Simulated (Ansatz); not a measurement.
# BaZrO3: a tetragonal deformation path

An exercise on one series of results from a longer session: the logs are not shown, and one member is left open.

The COD entry's cell or inner coordinates are ideal or old and differ from later refinements, so a difference from it is no clean test against experiment.

Method: DFT r2SCAN, scalar-relativistic, plane waves, PAW, in Ansatz 0.2.0.

## The starting structure

The structure is cubic, space group Pm-3m (No. 221). The conventional cell has a = 4.181 Å, b = 4.181 Å, c = 4.181 Å, α = 90.00°, β = 90.00°, γ = 90.00°. Ba (site symmetry m-3m) is surrounded by 12 O at 2.96 Å. Around Zr (site symmetry m-3m) lie 6 O at 2.09 Å. Around O (site symmetry 4/mmm) lie 2 Zr at 2.09 Å and 4 Ba at 2.96 Å.

Coordinates:

```
Ba Zr O
1.0
     4.18150    0.00000    0.00000
     0.00000    4.18150    0.00000
     0.00000    0.00000    4.18150
Ba Zr O
1 1 3
Direct
  0.50000 0.50000 0.50000
  0.00000 0.00000 0.00000
  0.50000 0.00000 0.00000
  0.00000 0.50000 0.00000
  0.00000 0.00000 0.50000
```

The structure comes from the Crystallography Open Database.

Set-up of the first run:

File input.yaml:

```yaml
crystal:
  lattice:
    - [4.1815, 0.0, 0.0]
    - [0.0, 4.1815, 0.0]
    - [0.0, 0.0, 4.1815]
  atoms:
    - { symbol: Ba, position: [0.5, 0.5, 0.5] }
    - { symbol: Zr, position: [0.0, 0.0, 0.0] }
    - { symbol: O, position: [0.5, 0.0, 0.0] }
    - { symbol: O, position: [0.0, 0.5, 0.0] }
    - { symbol: O, position: [0.0, 0.0, 0.5] }
basis:
  ecutwfc: 500
kpoints:
  mp_grid: { grid: [4, 4, 4] }
hamiltonian:
  xc: r2scan
scf:
  occupations: { method: gaussian, width: 0.1 }
output:
  forces: true
  stress: true
  eigenvalues: true
```

On the command line:

```console
$ ansatz run input.yaml --threads 1 --pin off --max-ram 2560MiB --backend cpu --events-out ev --progress --plain --runs-dir out
```

Steps of the session up to this table: Quick check of gap, pressure and forces; Zero of the scan; At ρ = 0.707; ρ = 1.414; ρ = 0.850; ρ = 1.200; ρ = 0.780; ρ = 1.300; At ρ = 0.920; Point ρ = 1.100; Point ρ = 0.650; Point ρ = 1.500; ρ = 0.960; At ρ = 1.050.

One of the session's tables, all rows but one given; the rest of the session is left out.

It belongs to the step «The scan collected». Collected from the runs (energy zero: the undisturbed cell):

```
    ρ  ΔE (meV/atom)  pressure (GPa)  gap on the mesh (eV)
0.650         2439.7            53.1                  0.00
0.707         1430.0            39.4                  0.18
0.780          639.8            21.0                  2.03
0.850          243.4            10.4                  3.04
0.920           58.0             4.8                  3.48
0.960           13.3             3.3                  3.63
1.000            0.0             2.9                  3.78
1.050              ?               ?                     ?
1.100           64.1             5.3                  3.56
1.200          224.0            11.5                  3.43
1.300          453.1            20.5                  3.38
1.414          784.8            33.3                  3.32
1.500         1080.4            44.3                  2.42
```

Estimate the missing values for ρ = 1.050.

Worked estimate for «ΔE (meV/atom)». A straight line through the neighbours (1.000, 0.0) and (1.100, 64.1) gives 0.0 + (64.1 − 0.0) × (1.050 − 1.000) / (1.100 − 1.000) = 32.0; a parabola fitted to 4 rows on both sides gives 19.8.

The run gave: ΔE (meV/atom): 17.4; pressure (GPa): 3.5; gap on the mesh (eV): 3.66. In «ΔE (meV/atom)» the line misses by +14.6 and the parabola by +2.4.

Where the gap reads zero, the mesh chosen for the insulator is on the coarse side.
